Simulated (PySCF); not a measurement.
# C₆H₁₄GeS₂: geometry, NMR shifts and electronic excitations

What NMR shifts and electronic excitations should C₆H₁₄GeS₂ (`CC(C)(C)[C@@H]1C[S][GeH2][S]1`) show?

Computed with PySCF 2.14.0, with density-fitted response routines of our own, on a single molecule in the gas phase. Atoms are numbered from 0 throughout.

**1. Starting geometry**

23 atoms, charge 0, multiplicity 1; geometry from: GFN2-xTB.

Bonds of the start (Å): C0–C1 1.53, C1–C2 1.53, C1–C3 1.53, C1–C4 1.55, C4–C5 1.52, C5–S6 1.83, S6–Ge7 2.22, Ge7–S8 2.21, S8–C4 1.85, C0–H9 1.09, C0–H10 1.09, C0–H11 1.09, C2–H12 1.09, C2–H13 1.09, C2–H14 1.09, C3–H15 1.09, C3–H16 1.09, C3–H17 1.09, C4–H18 1.10, C5–H19 1.09, C5–H20 1.09, Ge7–H21 1.52, Ge7–H22 1.52.

**2. Relaxing the molecule at PBE0-D3(BJ)/def2-SVP**

Job settings and geometry (Å):

```
{"job": {"xc": "PBE0", "basis": "def2-SVP", "d3": "d3bj", "grid": 1, "kind": "geom"}, "charge": 0, "multiplicity": 1}
C     -0.120397     1.233053     0.954159
C     -0.845010     0.198934     0.093573
C     -1.670636    -0.717236     1.005802
C     -1.801214     0.929404    -0.856508
C      0.100090    -0.667607    -0.769754
C      0.956953    -1.713827    -0.072599
S      2.375554    -1.079027     0.903007
Ge     2.931828     0.454362    -0.596470
S      1.156229     0.328670    -1.912438
H      0.458193     1.919150     0.334797
H     -0.852328     1.819584     1.504783
H      0.541039     0.758846     1.675558
H     -1.066524    -1.116152     1.816981
H     -2.098372    -1.544674     0.442930
H     -2.486107    -0.148290     1.445871
H     -1.246515     1.536655    -1.567765
H     -2.408800     0.218699    -1.412990
H     -2.464573     1.580124    -0.292469
H     -0.537005    -1.223801    -1.467393
H      0.364692    -2.296732     0.629458
H      1.369903    -2.391758    -0.821231
H      3.136331     1.811857     0.060853
H      4.201918     0.136749    -1.369836
```

Standard output:

```text
step   0  E = -3109.02892777  max force = 0.007342
step   1  E = -3109.03090711  max force = 0.002777
step   2  E = -3109.03098700  max force = 0.000317
step   3  E = -3109.03098448  max force = 0.000217
step   4  E = -3109.03098317  max force = 0.000119
optimisation converged
```

Run time: 3.1 min. Hardware: 1 thread, shared host.

Step by step:

```csv
step,energy from step 0 (eV),largest force component (eV/Å)
0,0.0000,0.3775
1,-0.0539,0.1428
2,-0.0560,0.0163
3,-0.0560,0.0112
4,-0.0559,0.0061
```

Distances of close pairs at the start and the end, largest changes first:

```csv
bond,before (Å),after (Å),change (Å)
Ge7–H22,1.521,1.540,+0.019
Ge7–H21,1.522,1.540,+0.018
C2–H13,1.088,1.102,+0.014
C3–H16,1.088,1.102,+0.014
C3–H17,1.087,1.101,+0.014
C0–H10,1.088,1.101,+0.014
C2–H14,1.087,1.101,+0.013
Ge7–S8,2.214,2.227,+0.013
```

The next job starts from the end point, and lists it.

```csv
at the end point,value
point group (found at 0.08 Å tolerance),C1
"rotational constants (GHz, main isotopes)","1.379, 0.656, 0.558"
dipole moment (D),1.10
```

**3. Nuclear shieldings: PBE0/pcSseg-1**

Job settings and geometry (Å):

```
{"job": {"kind": "nmr", "xc": "PBE0", "basis": "pcSseg-1"}, "charge": 0, "multiplicity": 1}
C     -0.079090     1.291982     1.058607
C     -0.771123     0.208142     0.230454
C     -1.563389    -0.711786     1.165873
C     -1.746591     0.881465    -0.739996
C      0.206615    -0.655529    -0.613330
C      1.060285    -1.703073     0.094944
S      2.458050    -1.052698     1.081686
Ge     3.036577     0.482399    -0.422805
S      1.266606     0.323880    -1.764955
H      0.469050     1.990746     0.408533
H     -0.834527     1.873944     1.609356
H      0.625532     0.864556     1.784950
H     -0.933626    -1.118700     1.971380
H     -2.018661    -1.554370     0.619731
H     -2.379581    -0.148347     1.643257
H     -1.206785     1.511544    -1.462999
H     -2.330676     0.136070    -1.303801
H     -2.454327     1.521351    -0.191112
H     -0.423898    -1.229750    -1.315514
H      0.451236    -2.286300     0.800725
H      1.458987    -2.401171    -0.655196
H      3.195429     1.851327     0.264751
H      4.310627     0.136482    -1.215557
```

With the program's defaults for keys left out, this is: GIAO PBE0/pcSseg-1 NMR shielding, non-relativistic, gas phase.

Standard output:

```text
coarse grid: 85736 points
cycle   1  E = -3109.2932286401  dE =  1.749e-01  |g| = 9.651e-01  |ddm| = 4.429e+00
cycle   2  E = -3109.2471285763  dE =  4.610e-02  |g| = 1.052e+00  |ddm| = 1.372e+00
cycle   3  E = -3109.3908452070  dE = -1.437e-01  |g| = 1.067e-01  |ddm| = 8.902e-01
cycle   4  E = -3109.3929341571  dE = -2.089e-03  |g| = 4.472e-02  |ddm| = 1.990e-01
cycle   5  E = -3109.3935049676  dE = -5.708e-04  |g| = 9.923e-03  |ddm| = 6.738e-02
cycle   6  E = -3109.3935262825  dE = -2.131e-05  |g| = 3.152e-03  |ddm| = 1.280e-02
cycle   7  E = -3109.3935287459  dE = -2.463e-06  |g| = 7.996e-04  |ddm| = 4.441e-03
final grid: 178992 points
cycle   8  E = -3109.3935520068  dE = -1.236e-07  |g| = 1.146e-03  |ddm| = 4.523e-03
cycle   9  E = -3109.3935515502  dE =  4.567e-07  |g| = 1.743e-03  |ddm| = 3.597e-03
cycle  10  E = -3109.3935523505  dE = -8.003e-07  |g| = 1.534e-04  |ddm| = 2.171e-03
cycle  11  E = -3109.3935523557  dE = -5.242e-09  |g| = 2.049e-05  |ddm| = 1.563e-04
cycle  12  E = -3109.3935523558  dE = -8.822e-11  |g| = 6.474e-06  |ddm| = 3.375e-05
converged SCF energy = -3109.3935523558

GIAO shielding tensors (ppm)
atom      isotropic    diamagn.    paramagn.     s11        s22        s33       span
  0 C      159.465     247.390     -87.925    144.337    151.036    183.022     38.686
  1 C      147.638     242.232     -94.594    137.608    142.550    162.757     25.149
  2 C      155.367     247.727     -92.361    140.717    143.527    181.856     41.139
  3 C      150.928     247.548     -96.620    127.079    141.524    184.181     57.102
  4 C      116.400     249.449    -133.049     84.407    120.964    143.830     59.423
  5 C      141.296     247.422    -106.126    105.229    151.793    166.867     61.637
  6 S      626.723    1056.933    -430.209    467.946    600.123    812.101    344.156
  7 Ge    1316.122    2758.176   -1442.054   1181.233   1316.384   1450.749    269.516
  8 S      595.479    1057.745    -462.266    436.076    530.438    819.923    383.848
  9 H       30.121      31.223      -1.102     25.164     32.026     33.174      8.010
 10 H       30.859      31.008      -0.149     26.223     28.221     38.131     11.908
 11 H       29.490      30.491      -1.001     23.297     31.407     33.765     10.468
 12 H       30.052      30.993      -0.941     24.778     29.933     35.447     10.669
 13 H       30.544      31.125      -0.582     26.668     27.674     37.289     10.621
 14 H       30.258      30.530      -0.272     25.898     27.473     37.404     11.505
 15 H       29.408      30.402      -0.994     23.556     30.573     34.097     10.540
 16 H       30.681      31.058      -0.377     27.028     27.370     37.645     10.617
 17 H       30.705      30.740      -0.035     26.622     27.601     37.891     11.269
 18 H       28.172      33.480      -5.309     25.131     25.893     33.491      8.360
 19 H       27.924      30.688      -2.764     21.666     27.506     34.601     12.936
 20 H       28.552      30.146      -1.594     21.415     26.538     37.703     16.288
 21 H       25.604      28.451      -2.846     18.798     20.342     37.673     18.874
 22 H       25.637      27.971      -2.334     18.549     19.187     39.174     20.625
```

Wall time 77 s (1 thread, shared host).

The references, computed at this level on geometries of the same kind, shield at (ppm): 1H TMS 31.27, 13C TMS 184.4, 33S CS2 496, 73Ge GeMe4 1330. Their shielding less the atom's gives the shift. The references are single molecules in the gas phase. Atoms listed in one row are averaged.

```csv
atoms,environment,σ (ppm),δ (ppm)
C4,sp3 CH bonded to S,116.4,68.0
C5,sp3 CH2 bonded to S,141.3,43.1
C1,quaternary sp3 carbon,147.6,36.8
"C0, C2, C3",methyl carbon,155.3,29.2
H21,"hydrogen on a germanium bonded to 2 S, in a 5-membered ring",25.60,5.66
H22,"hydrogen on a germanium bonded to 2 S, in a 5-membered ring",25.64,5.63
H19,hydrogen on an sp3 CH2 bonded to S,27.92,3.34
H18,hydrogen on an sp3 CH bonded to S,28.17,3.10
H20,hydrogen on an sp3 CH2 bonded to S,28.55,2.71
"H9, H10, H11, H12, H13 and 4 more",hydrogen on a methyl carbon,30.24,1.03
S8,"sulfur bonded to C, Ge, in a 5-membered ring",595,-100
S6,"sulfur bonded to C, Ge, in a 5-membered ring",627,-131
Ge7,"germanium bonded to 2 S, 2 H, in a 5-membered ring",1316,14
```

Charges from the same density, by scheme (e):

```csv
atoms,Mulliken,IAO,Hirshfeld,ESP fit
"C0, C2, C3",-0.16,-0.41,-0.12,-0.52
C1,-0.54,0.05,0.02,0.72
C4,-0.32,-0.17,-0.02,-0.38
C5,-0.22,-0.33,-0.08,-0.45
S6,-0.18,-0.17,-0.09,-0.23
Ge7,0.21,0.50,0.30,0.48
S8,-0.12,-0.18,-0.08,-0.24
```

Mayer bond orders: C0–C1 1.02, C1–C2 1.01, C1–C3 1.02, C1–C4 0.91, C4–C5 1.00, C5–S6 0.98, S6–Ge7 1.00, Ge7–S8 1.00, S8–C4 1.03.

Ring of atoms C4, C5, S6, Ge7, S8: NICS(0) -10.4, NICS(1) -5.5, NICS(1)zz -7.2 ppm (means of both faces).

**4. Ultraviolet spectrum: CAM-B3LYP/def2-SVPD**

Same as in step 3 but for these lines:

```diff
@@ -1,2 +1,2 @@
-{"job": {"kind": "nmr", "xc": "PBE0", "basis": "pcSseg-1"}, "charge": 0, "multiplicity": 1}
+{"job": {"kind": "uv", "xc": "CAM-B3LYP", "basis": "def2-SVPD", "ip": true}, "charge": 0, "multiplicity": 1}
 C     -0.079090     1.291982     1.058607
```

With the program's defaults for keys left out, this is: TDDFT CAM-B3LYP/def2-SVPD, vertical, gas phase, core orbitals frozen in the response.

Standard output:

```text
coarse grid: 85736 points
cycle   1  E = -3109.7629080047  dE =  4.089e-01  |g| = 5.729e-01  |ddm| = 1.422e+01
cycle   2  E = -3109.7778592684  dE = -1.495e-02  |g| = 5.873e-01  |ddm| = 2.723e+00
cycle   3  E = -3109.8350414020  dE = -5.718e-02  |g| = 4.143e-02  |ddm| = 1.369e+00
cycle   4  E = -3109.8353833611  dE = -3.420e-04  |g| = 2.367e-02  |ddm| = 2.180e-01
cycle   5  E = -3109.8355252994  dE = -1.419e-04  |g| = 5.862e-03  |ddm| = 1.408e-01
cycle   6  E = -3109.8355355367  dE = -1.024e-05  |g| = 2.222e-03  |ddm| = 2.896e-02
cycle   7  E = -3109.8355368698  dE = -1.333e-06  |g| = 5.386e-04  |ddm| = 7.953e-03
final grid: 178992 points
cycle   8  E = -3109.8355366837  dE = -3.094e-07  |g| = 5.306e-04  |ddm| = 2.729e-02
cycle   9  E = -3109.8355366855  dE = -1.776e-09  |g| = 5.550e-04  |ddm| = 4.114e-03
cycle  10  E = -3109.8355367494  dE = -6.396e-08  |g| = 5.321e-05  |ddm| = 1.546e-03
cycle  11  E = -3109.8355367502  dE = -7.776e-10  |g| = 2.495e-05  |ddm| = 3.396e-04
converged SCF energy = -3109.8355367502

Static polarisability (au): isotropic 137.739, principal 121.625 135.479 156.112

Singlet excitations
state   eV       nm        f      main configurations
  1   5.1635    240.1   0.00259   H->L 0.85
  2   5.3051    233.7   0.00494   H-1->L 0.83
  3   5.6674    218.8   0.00430   H->L+1 0.61, H-1->L+1 0.26
  4   5.7708    214.8   0.01341   H-1->L+1 0.61, H->L+1 0.26
  5   6.4128    193.3   0.00611   H->L+2 0.79, H->L+3 0.10
  6   6.5132    190.4   0.00345   H-1->L+2 0.82, H-1->L+3 0.09
  7   6.7008    185.0   0.00735   H->L+3 0.58, H->L+7 0.09
  8   6.8294    181.5   0.01906   H-1->L+3 0.47, H-1->L+4 0.12
  9   6.9719    177.8   0.02046   H-2->L 0.59
 10   7.1361    173.7   0.05696   H->L+4 0.40, H->L+5 0.15, H-2->L 0.10

Triplet excitations (Tamm-Dancoff, eV): 4.8108 4.9583 5.2379 5.2732
Vertical ionisation energy (delta-SCF) = 8.7562 eV
```

Wall time 9 min (1 thread, shared host).

Frontier orbitals and where they lie:

```csv
orbital,eV,atoms
HOMO−3,-10.22,"S6 23 %, Ge7 12 %, S8 11 %"
HOMO−2,-9.62,"S8 42 %, S6 31 %, Ge7 12 %"
HOMO−1,-8.25,"S8 66 %, Ge7 8 %, C4 7 %"
HOMO,-8.14,"S6 66 %, C5 9 %, Ge7 7 %"
LUMO,0.48,"S6 31 %, S8 27 %, Ge7 18 %"
LUMO+1,0.66,"Ge7 32 %, S8 21 %, S6 20 %"
LUMO+2,0.91,"Ge7 22 %, S8 10 %, S6 9 %"
```

With each of the 10 states as a Gaussian band of 0.4 eV half-width at 1/e, the curve within the window shown has maxima at 218 nm (ε 810), 177 nm (ε 3,800) L/(mol cm). Beyond the last state computed it falls off for lack of states. The curve at chosen wavelengths:

| nm | ε (L/mol/cm) |
| --- | --- |
| 167 | 1618 |
| 171 | 2867 |
| 175 | 3674 |
| 179 | 3640 |
| 184 | 2763 |
| 188 | 1930 |
| 192 | 1268 |
| 196 | 840 |
| 200 | 628 |
| 204 | 588 |
| 209 | 676 |
| 213 | 764 |
| 217 | 805 |
| 221 | 784 |
| 225 | 715 |
| 229 | 625 |
| 234 | 509 |
| 238 | 421 |
| 242 | 339 |
| 246 | 263 |
| 250 | 196 |
| 254 | 140 |
| 259 | 86 |
| 263 | 55 |
| 267 | 34 |
| 271 | 20 |

Further results of this job:

```csv
property,computed
dipole moment (D),1.17
polarisability (Å³),20.41
HOMO–LUMO gap (eV),8.62
−ε(HOMO) (eV),8.14
```

**5. NMR shieldings: WP04/pcSseg-1**

Same as in step 4 but for these lines:

```diff
@@ -1,2 +1,2 @@
-{"job": {"kind": "uv", "xc": "CAM-B3LYP", "basis": "def2-SVPD", "ip": true}, "charge": 0, "multiplicity": 1}
+{"job": {"kind": "nmr", "xc": "WP04", "basis": "pcSseg-1", "pop": false}, "charge": 0, "multiplicity": 1}
 C     -0.079090     1.291982     1.058607
```

Level: GIAO WP04/pcSseg-1 NMR shielding, non-relativistic, gas phase.

Standard output:

```text
coarse grid: 85736 points
cycle   1  E = -3135.2452688603  dE =  1.211e-03  |g| = 8.581e-01  |ddm| = 4.457e+00
cycle   2  E = -3135.1131569713  dE =  1.321e-01  |g| = 1.082e+00  |ddm| = 1.908e+00
cycle   3  E = -3135.3994120835  dE = -2.863e-01  |g| = 1.689e-01  |ddm| = 1.306e+00
cycle   4  E = -3135.4056149761  dE = -6.203e-03  |g| = 7.259e-02  |ddm| = 3.052e-01
cycle   5  E = -3135.4068436901  dE = -1.229e-03  |g| = 1.932e-02  |ddm| = 8.350e-02
cycle   6  E = -3135.4069266687  dE = -8.298e-05  |g| = 5.999e-03  |ddm| = 2.130e-02
cycle   7  E = -3135.4069347866  dE = -8.118e-06  |g| = 1.057e-03  |ddm| = 7.086e-03
final grid: 178992 points
cycle   8  E = -3135.4069307335  dE = -4.386e-07  |g| = 1.563e-03  |ddm| = 6.969e-03
cycle   9  E = -3135.4069299257  dE =  8.077e-07  |g| = 2.467e-03  |ddm| = 4.443e-03
cycle  10  E = -3135.4069312625  dE = -1.337e-06  |g| = 2.325e-04  |ddm| = 2.655e-03
cycle  11  E = -3135.4069312750  dE = -1.253e-08  |g| = 5.473e-05  |ddm| = 2.527e-04
cycle  12  E = -3135.4069312758  dE = -7.658e-10  |g| = 9.718e-06  |ddm| = 8.492e-05
converged SCF energy = -3135.4069312758

GIAO shielding tensors (ppm)
atom      isotropic    diamagn.    paramagn.     s11        s22        s33       span
  0 C      146.942     250.141    -103.199    132.700    138.949    169.177     36.477
  1 C      130.789     245.898    -115.108    121.821    125.221    145.326     23.506
  2 C      143.517     249.525    -106.008    129.864    131.868    168.820     38.955
  3 C      139.761     249.288    -109.527    118.183    130.377    170.722     52.538
  4 C      101.116     253.335    -152.219     67.944    106.623    128.780     60.836
  5 C      125.855     250.469    -124.614     88.133    138.839    150.591     62.458
  6 S      550.273    1061.658    -511.384    401.875    514.445    734.500    332.624
  7 Ge    1251.638    2763.855   -1512.217   1116.023   1251.688   1387.202    271.178
  8 S      519.524    1063.134    -543.610    366.782    458.145    733.644    366.862
  9 H       30.441      33.363      -2.922     25.921     32.145     33.257      7.336
 10 H       31.092      31.702      -0.610     26.816     28.676     37.785     10.969
 11 H       29.839      32.762      -2.923     24.193     31.708     33.616      9.423
 12 H       30.394      32.518      -2.124     25.568     30.293     35.320      9.751
 13 H       30.805      32.116      -1.311     27.234     28.173     37.007      9.773
 14 H       30.606      30.841      -0.235     26.580     28.009     37.230     10.650
 15 H       29.829      31.864      -2.035     24.429     30.865     34.191      9.762
 16 H       30.946      31.877      -0.931     27.584     27.904     37.351      9.767
 17 H       30.968      31.046      -0.077     27.188     28.089     37.628     10.440
 18 H       28.557      34.966      -6.409     25.702     26.626     33.342      7.640
 19 H       28.433      32.227      -3.794     22.601     28.074     34.624     12.023
 20 H       28.908      30.446      -1.538     22.407     27.091     37.226     14.819
 21 H       26.447      29.598      -3.151     19.902     21.423     38.016     18.114
 22 H       26.472      28.358      -1.887     19.766     20.239     39.410     19.643
```

Run time: 72 s. Hardware: 1 thread, shared host.

In short: δ C4 71.3, C5 46.6, C1 41.7, C0 29.0, H21 5.12, H22 5.09 ppm (means over like atoms).

**6. Comparing the runs: NMR shifts**

Shifts (ppm) of some atoms, chosen among heavy atoms and hydrogens apart, with basis size and wall time:

```csv
run,C5,C1,H21,H22,S8,S6,Ge7,functions,time
PBE0/pcSseg-1,43.1,36.8,5.66,5.63,-100,-131,14,261,77 s
WP04/pcSseg-1,46.6,41.7,5.12,5.09,-57,-88,25,261,72 s
```

**7. Summary of results**

```
                                                               quantity                                   value
                                                            point group                                      C1
                                   rotational constants (main isotopes)                    1.38, 0.66, 0.56 GHz
13C shifts against TMS (PBE0/pcSseg-1, means over atoms taken as alike)              68.0, 43.1, 36.8, 29.2 ppm
 1H shifts against TMS (PBE0/pcSseg-1, means over atoms taken as alike)  5.66, 5.63, 3.34, 3.10, 2.71, 1.03 ppm
                                 33S shifts against CS2 (PBE0/pcSseg-1)                          -100, -131 ppm
                              73Ge shifts against GeMe4 (PBE0/pcSseg-1)                                  14 ppm
                                   lowest singlet (CAM-B3LYP/def2-SVPD)             5.16 eV (240 nm), f = 0.003
                               brightest single state of those computed            state 10, 7.14 eV, f = 0.057
                                                         lowest triplet                                 4.81 eV
                                      vertical ionisation energy (ΔSCF)                                 8.76 eV
                                               range of the shift of S6                         -131 to -88 ppm
```

Relaxing lowered the energy by 0.056 eV in 4 steps; the close pair that moved most is Ge7–H22, from 1.521 to 1.540 Å. No frequency check was run at this level, so the end point may be a saddle. At PBE0/pcSseg-1: Shielding is most anisotropic at S8 (span 384 ppm, paramagnetic term -462 ppm). The first singlet state (HOMO→LUMO 0.85) lies at 5.16 eV and is weak; of the 10 states computed, the strongest absorption comes from state 10 at 7.14 eV (the last computed, so partners may be missing). The lowest triplet lies 0.35 eV below the lowest singlet (triplets in Tamm-Dancoff, singlets in full TDDFT). The orbital energy would give 8.14 eV for ionisation, ΔSCF gives 8.76 eV. In ppm, S6 moves most: its shift spreads over 43 ppm, from -131 (PBE0/pcSseg-1) to -88 (WP04/pcSseg-1). Spin-orbit coupling is left out, which matters for shieldings and couplings at and beside the heavy atoms.
